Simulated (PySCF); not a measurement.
# [CeH2]2+: shape, vibrations and bonding

Aim: find the relaxed shape of [CeH2]2+, test it by its vibrations, and read charges and levels. The species was built from a template and needn't be a known compound.

The runs use PySCF 2.14.0; PBE0, Ce def2-SVP with ECP28, H def2-SVP; scalar-relativistic core potentials, no spin–orbit coupling.

1 further run of the same task is left out (for a known fault of the program).

## Step 1: Starting geometry

3 atoms, charge 2, spin multiplicity 1.

Bond lengths: Ce1–H2 2.148 Å, Ce1–H3 2.148 Å. Angles: H2–Ce1–H3 131.8°.

As a file:

```xyz
3

Ce    0.0000    0.0000    0.0000
H     1.9602    0.0000    0.8772
H    -1.9602    0.0000    0.8772
```

Formal oxidation states: Ce +4.

## Step 2: SCF at the start, singlet

Input file run.py (the lines that set the calculation):

```python
mol = gto.M(atom='''
Ce     0.00000     0.00000     0.00000
H      1.96020     0.00000     0.87720
H     -1.96020     0.00000     0.87720''',
    basis={'Ce': 'def2-SVP', 'H': 'def2-SVP'},
    ecp={'Ce': 'def2-SVP'},
    charge=2, spin=0)
mf = dft.RKS(mol, xc='PBE0')
mf.grids.atom_grid = (50, 194)  # f atoms: unpruned, at least (60, 302)
mf = mf.density_fit()  # fitting sets: Ce def2-universal-JKFIT, H def2-universal-JKFIT
mf.conv_tol = 1e-08; mf.max_cycle = 55
mf.kernel(dm0)  # dm0: free metal ions and neutral atoms
```

Run with:

```sh
> OMP_NUM_THREADS=2 python run.py
```

Output:

```text
init E= -475.015018646815
  HOMO = -0.68145217864204  LUMO = -0.522802901159852  gap/eV = 4.31707
cycle= 1 E= -474.928790123763  delta_E= 0.0862  |g|= 1.26  |ddm|= 1.48
  HOMO = -1.22839383131487  LUMO = -1.2213755738373  gap/eV = 0.19098
cycle= 2 E= -470.712048079194  delta_E= 4.22  |g|= 5.53  |ddm|= 3.18
  HOMO = -0.778773660546935  LUMO = -0.775293336982987  gap/eV = 0.09470
cycle= 3 E= -472.858309619341  delta_E= -2.15  |g|= 3.65  |ddm|= 2.88
  HOMO = -0.699260998974422  LUMO = -0.679456032188741  gap/eV = 0.53892
cycle= 4 E= -474.882910757673  delta_E= -2.02  |g|= 1.59  |ddm|= 1.39
  HOMO = -0.705267526283626  LUMO = -0.645964850088901  gap/eV = 1.61371
cycle= 5 E= -475.262493445952  delta_E= -0.38  |g|= 0.551  |ddm|= 0.588
  HOMO = -0.712176015779265  LUMO = -0.613187289216768  gap/eV = 2.69362
cycle= 6 E= -475.317337314713  delta_E= -0.0548  |g|= 0.0544  |ddm|= 0.324
  HOMO = -0.716216999208331  LUMO = -0.607705148471478  gap/eV = 2.95276
cycle= 7 E= -475.317429063973  delta_E= -9.17e-05  |g|= 0.0574  |ddm|= 0.0462
  HOMO = -0.7174190356625  LUMO = -0.606855138582615  gap/eV = 3.00860
cycle= 8 E= -475.317387576515  delta_E= 4.15e-05  |g|= 0.0597  |ddm|= 0.028
  HOMO = -0.717276929538436  LUMO = -0.605500612297035  gap/eV = 3.04159
cycle= 9 E= -475.317556750376  delta_E= -0.000169  |g|= 0.0512  |ddm|= 0.0242
  HOMO = -0.716921752729936  LUMO = -0.603698600400077  gap/eV = 3.08096
cycle= 10 E= -475.317879659465  delta_E= -0.000323  |g|= 0.0281  |ddm|= 0.0219
  HOMO = -0.71674232646253  LUMO = -0.601869504767391  gap/eV = 3.12585
cycle= 11 E= -475.318022247608  delta_E= -0.000143  |g|= 0.00207  |ddm|= 0.0211
  HOMO = -0.716728735546306  LUMO = -0.601691376442933  gap/eV = 3.13033
cycle= 12 E= -475.318024215497  delta_E= -1.97e-06  |g|= 0.000891  |ddm|= 0.00412
  HOMO = -0.716780385810354  LUMO = -0.60156339116614  gap/eV = 3.13521
cycle= 13 E= -475.31802712943  delta_E= -2.91e-06  |g|= 0.000802  |ddm|= 0.00997
  HOMO = -0.716821683924772  LUMO = -0.601642399861579  gap/eV = 3.13419
cycle= 14 E= -475.318027563192  delta_E= -4.34e-07  |g|= 0.000224  |ddm|= 0.00305
  HOMO = -0.716846987366674  LUMO = -0.601633854582516  gap/eV = 3.13511
cycle= 15 E= -475.318027747462  delta_E= -1.84e-07  |g|= 9.96e-05  |ddm|= 0.00273
  HOMO = -0.716855065244927  LUMO = -0.601643102501989  gap/eV = 3.13508
cycle= 16 E= -475.318027769092  delta_E= -2.16e-08  |g|= 4.3e-05  |ddm|= 0.00106
  HOMO = -0.71685537086061  LUMO = -0.60164704315963  gap/eV = 3.13498
cycle= 17 E= -475.31802776952  delta_E= -4.28e-10  |g|= 4.42e-06  |ddm|= 8.24e-05
  HOMO = -0.716855397024938  LUMO = -0.601647509968686  gap/eV = 3.13497
Extra cycle  E= -475.318027769529  delta_E= -8.7e-12  |g|= 8.9e-06  |ddm|= 1.45e-05
converged SCF energy = -475.318027769529
```

Wall time 3.7 s (2 threads of AMD EPYC 9R45 (Zen 5), shared host); peak memory 0.38 GiB.

It gives: E = -475.318028 Eh, HOMO -19.51 eV, LUMO -16.37 eV, Mulliken charge on Ce1 +1.81 e. 

## Step 3: Relaxation, singlet

Steps are kept in the start's point group, C2v.

Input file run.py (the lines that set the calculation):

```python
mol = gto.M(atom='''
Ce     0.00000     0.00000    -0.01246
H      1.96020     0.00000     0.86474
H     -1.96020     0.00000     0.86474''',
    basis={'Ce': 'def2-SVP', 'H': 'def2-SVP'},
    ecp={'Ce': 'def2-SVP'},
    charge=2, spin=0)
mf = dft.RKS(mol, xc='PBE0')
mf.grids.atom_grid = (50, 194)  # f atoms: unpruned, at least (60, 302)
mf = mf.density_fit()  # fitting sets: Ce def2-universal-JKFIT, H def2-universal-JKFIT
mf.conv_tol = 1e-08; mf.max_cycle = 55
mf.kernel(dm0)  # dm0: an SCF of this state at this start
# quasi-Newton relaxation in Cartesian coordinates to a largest gradient under 0.00045 Eh/bohr, steps kept in the point group
```

Run with:

```sh
> OMP_NUM_THREADS=2 python run.py
```

The driver keeps no SCF log for this step, only its results.

It took 10 s on 2 threads of AMD EPYC 9R45 (Zen 5), shared host.

The steps of the relaxation:

| step | energy from step 1 (eV) | largest force component (eV/Å) |
| --- | --- | --- |
| 1 | 0.0000 | 1.8387 |
| 2 | -0.2932 | 1.7015 |
| 3 | -0.8830 | 0.7891 |
| 4 | -1.0141 | 0.1154 |
| 5 | -1.0173 | 0.0261 |
| 6 | -1.0174 | 0.0007 |

Close pairs (by a distance rule), those that changed most:

| bond | before (Å) | after (Å) | change (Å) |
| --- | --- | --- | --- |
| Ce1–H2 | 2.148 | 1.867 | -0.280 |
| Ce1–H3 | 2.148 | 1.867 | -0.280 |

It ends in D∞h at E = -475.355417 Eh.

```xyz
3
CeH2
Ce    0.00000    0.00000    0.57211
H     1.86732    0.00000    0.57246
H    -1.86732    0.00000    0.57246
```

## Step 4: The relaxed geometry turned into its symmetry frame

Input file run.py (the lines that set the calculation):

```python
mol = gto.M(atom='''
Ce     0.00000     0.00000     0.00000
H      1.86732     0.00000     0.00000
H     -1.86732     0.00000     0.00000''',
    basis={'Ce': 'def2-SVP', 'H': 'def2-SVP'},
    ecp={'Ce': 'def2-SVP'},
    charge=2, spin=0)
mf = dft.RKS(mol, xc='PBE0')
mf.grids.atom_grid = (50, 194)  # f atoms: unpruned, at least (60, 302)
mf = mf.density_fit()  # fitting sets: Ce def2-universal-JKFIT, H def2-universal-JKFIT
mf.conv_tol = 1e-08; mf.max_cycle = 55
mf.kernel(dm0)  # dm0: free metal ions and neutral atoms
```

Run with:

```sh
> OMP_NUM_THREADS=2 python run.py
```

Output:

```text
init E= -475.092742300615
  HOMO = -0.669809833250262  LUMO = -0.527369797969405  gap/eV = 3.87599
cycle= 1 E= -475.016184723423  delta_E= 0.0766  |g|= 1.16  |ddm|= 1.64
cycle= 2 E= -471.556675958036  delta_E= 3.46  |g|= 5.04  |ddm|= 3.05
  HOMO = -0.759838415077759  LUMO = -0.723288137764644  gap/eV = 0.99458
cycle= 3 E= -475.167130241083  delta_E= -3.61  |g|= 1.02  |ddm|= 2.27
  HOMO = -0.711950825865673  LUMO = -0.605249771680362  gap/eV = 2.90348
cycle= 4 E= -475.338502473859  delta_E= -0.171  |g|= 0.331  |ddm|= 0.542
  HOMO = -0.72136735287547  LUMO = -0.581040348100087  gap/eV = 3.81849
cycle= 5 E= -475.350019778789  delta_E= -0.0115  |g|= 0.183  |ddm|= 0.0953
  HOMO = -0.713356516285863  LUMO = -0.563462173204756  gap/eV = 4.07883
cycle= 6 E= -475.355056580333  delta_E= -0.00504  |g|= 0.0452  |ddm|= 0.0952
  HOMO = -0.711021242620106  LUMO = -0.557603584223136  gap/eV = 4.17471
cycle= 7 E= -475.355408951247  delta_E= -0.000352  |g|= 0.00727  |ddm|= 0.0389
  HOMO = -0.711405446134979  LUMO = -0.558318684913851  gap/eV = 4.16570
cycle= 8 E= -475.355417152072  delta_E= -8.2e-06  |g|= 0.000641  |ddm|= 0.0046
  HOMO = -0.711424447965674  LUMO = -0.55837495469632  gap/eV = 4.16469
cycle= 9 E= -475.355417213453  delta_E= -6.14e-08  |g|= 0.000106  |ddm|= 0.000361
  HOMO = -0.711430251810212  LUMO = -0.558388782261734  gap/eV = 4.16447
cycle= 10 E= -475.355417215105  delta_E= -1.65e-09  |g|= 8.66e-07  |ddm|= 7.06e-05
  HOMO = -0.711430574347622  LUMO = -0.558389289756277  gap/eV = 4.16447
Extra cycle  E= -475.355417215104  delta_E= 1.02e-12  |g|= 3.32e-06  |ddm|= 3.18e-06
converged SCF energy = -475.355417215104
```

Wall time 0.5 s (2 threads of AMD EPYC 9R45 (Zen 5), shared host).

Result: E = -475.355417 Eh, HOMO -19.36 eV, LUMO -15.19 eV, Mulliken charge on Ce1 +1.78 e. 

## Step 5: Frequencies and infrared intensities

Edit run.py (the lines that set the calculation) of step 4 so:

```diff
@@ -10,3 +10,4 @@
 mf = mf.density_fit()  # fitting sets: Ce def2-universal-JKFIT, H def2-universal-JKFIT
-mf.conv_tol = 1e-08; mf.max_cycle = 55
-mf.kernel(dm0)  # dm0: free metal ions and neutral atoms
+mf.conv_tol = 1e-10; mf.max_cycle = 55
+mf.kernel(dm0)  # dm0: the density of the relaxed state
+# Hessian and dipole derivatives by central differences of gradients, 0.02 bohr
```

Run with:

```sh
> OMP_NUM_THREADS=2 python run.py
```

The driver keeps no SCF log for this step, only its results.

It took 8.8 s on 2 threads of AMD EPYC 9R45 (Zen 5), shared host.

Point group D∞h; negative numbers are unstable modes, and those under 60 cm⁻¹ are near the numerical noise:

| cm⁻¹ | km/mol | symmetry |
| --- | --- | --- |
| 526 | 3.7 | πu |
| 526 | 3.7 | πu |
| 1559 | 0.0 | σg+ |
| 1610 | 18.0 | σu+ |

## Step 6: Properties on a finer grid

Input file run.py (the lines that set the calculation):

```python
mol = gto.M(atom='''
Ce     0.00000     0.00000     0.57211
H      1.86732     0.00000     0.57246
H     -1.86732     0.00000     0.57246''',
    basis={'Ce': 'def2-SVP', 'H': 'def2-SVP'},
    ecp={'Ce': 'def2-SVP'},
    charge=2, spin=0)
mf = dft.RKS(mol, xc='PBE0')
mf.grids.atom_grid = (75, 302)  # f atoms: unpruned, at least (60, 302)
mf = mf.density_fit()  # fitting sets: Ce def2-universal-JKFIT, H def2-universal-JKFIT
mf.conv_tol = 1e-09; mf.max_cycle = 55
mf.kernel(dm0)  # dm0: the density of the relaxed state
```

Run with:

```sh
> OMP_NUM_THREADS=2 python run.py
```

Output:

```text
init E= -475.355477308248
  HOMO = -0.711426295560168  LUMO = -0.558382154227169  gap/eV = 4.16454
cycle= 1 E= -475.355477308915  delta_E= -6.67e-10  |g|= 3.18e-05  |ddm|= 0.000331
  HOMO = -0.711433951995497  LUMO = -0.558397586510227  gap/eV = 4.16433
cycle= 2 E= -475.35547730767  delta_E= 1.24e-09  |g|= 9.54e-05  |ddm|= 9.02e-05
  HOMO = -0.711427908645831  LUMO = -0.558386467131098  gap/eV = 4.16447
cycle= 3 E= -475.355477309076  delta_E= -1.41e-09  |g|= 3.9e-06  |ddm|= 6.57e-05
  HOMO = -0.71142778437749  LUMO = -0.55838634915682  gap/eV = 4.16447
cycle= 4 E= -475.355477309077  delta_E= -1.48e-12  |g|= 3.65e-06  |ddm|= 2.85e-06
  HOMO = -0.711428549491421  LUMO = -0.558387848011761  gap/eV = 4.16445
Extra cycle  E= -475.355477309066  delta_E= 1.17e-11  |g|= 9.42e-06  |ddm|= 8.43e-06
converged SCF energy = -475.355477309066
```

Run time: 3.7 s. Hardware: 2 threads of AMD EPYC 9R45 (Zen 5), shared host.

Read off: E = -475.355477 Eh, HOMO -19.36 eV, LUMO -15.19 eV, Mulliken charge on Ce1 +1.78 e, largest force component 0.001 eV/Å. 

Löwdin charges:

```
atom  value (e)
 Ce1       1.85
  H2       0.07
  H3       0.07
```

Mulliken charges: Ce1 +1.78, H2 +0.11, H3 +0.11 e.

Contacts (the nearest donor of each ligand) and Mayer bond orders:

| contact | distance (Å) | bond order |
| --- | --- | --- |
| Ce1–H2 (H) | 1.867 | 0.96 |
| Ce1–H3 (H) | 1.867 | 0.96 |

Mulliken populations of Ce1 outside the core potential: s 4.18, p 11.98, d 10.79, f 1.27.

Orbitals, density, ELF and potential are computed afterwards from the orbital file.

Frontier orbitals at PBE0, with the share of their density that lies nearest to each atom:

```csv
orbital,energy (eV),lies on
HOMO,-19.36,"Ce1 59 %; H2, H3 about 20 % each"
LUMO,-15.19,Ce1 100 %
```

ELF in a plane through or near 3 of the atoms.

Ten even steps from '0' (0.00) to '9' (1.00):
```
0000000000000000000000000000
0000000000000000000000000000
0000000000000000000000000000
0000000100000110000010000000
0000003420001221000243000000
0000037852014554102687300000
0000279985136776315899720000
0000599998346556438999950000
0001799999653444569999971000
0001899999864554589999981000
0001899999865445689999981000
0001899999652553569999981000
0000599998346556438999950000
0000279995137777315999720000
0000028862014554102688200000
0000002320001221000232000000
0000001210000110000121000000
0000000000000000000000000000
0000000000000000000000000000
0000000000000000000000000000
```
The map spans 8.9 Å across and 5.2 Å up, centred on the molecule. Atoms in the plane (x, y in Å): Ce1 (0.0, 0.0), H2 (1.9, 0.0), H3 (-1.9, 0.0).

On the surface of density 0.002 e/bohr³ the electrostatic potential runs, from the 1st to the 99th percentile, from 9.01 to 17.41 V.

## Step 7: Summary of results

```
                                              quantity                            value
                                 state and point group                     singlet, D∞h
                                                 modes  526 to 1610 cm⁻¹, none unstable
strongest infrared band (modes within 1.5 cm⁻¹ summed)            1610 cm⁻¹ (18 km/mol)
                                     zero-point energy                         0.262 eV
                               ideal gas, 298 K, 1 bar   S = 215.3, Cp = 39.5 J/(mol K)
                                 metal–ligand contacts                           1.87 Å
                                       frontier levels   HOMO -19.36 eV, LUMO -15.19 eV
                       dipole about the centre of mass                           0.00 D
                                   mean polarisability                           3.6 Å³
```

All modes are real, so the structure is a minimum. The metal carries +1.85 e by Löwdin's partition against a formal +4, and bond orders to the nearest donors reach 0.96. Both measures hang on the basis. One start shape was tried, so another isomer may lie lower. The bases are small and lack diffuse functions. Spin–orbit coupling is left out.
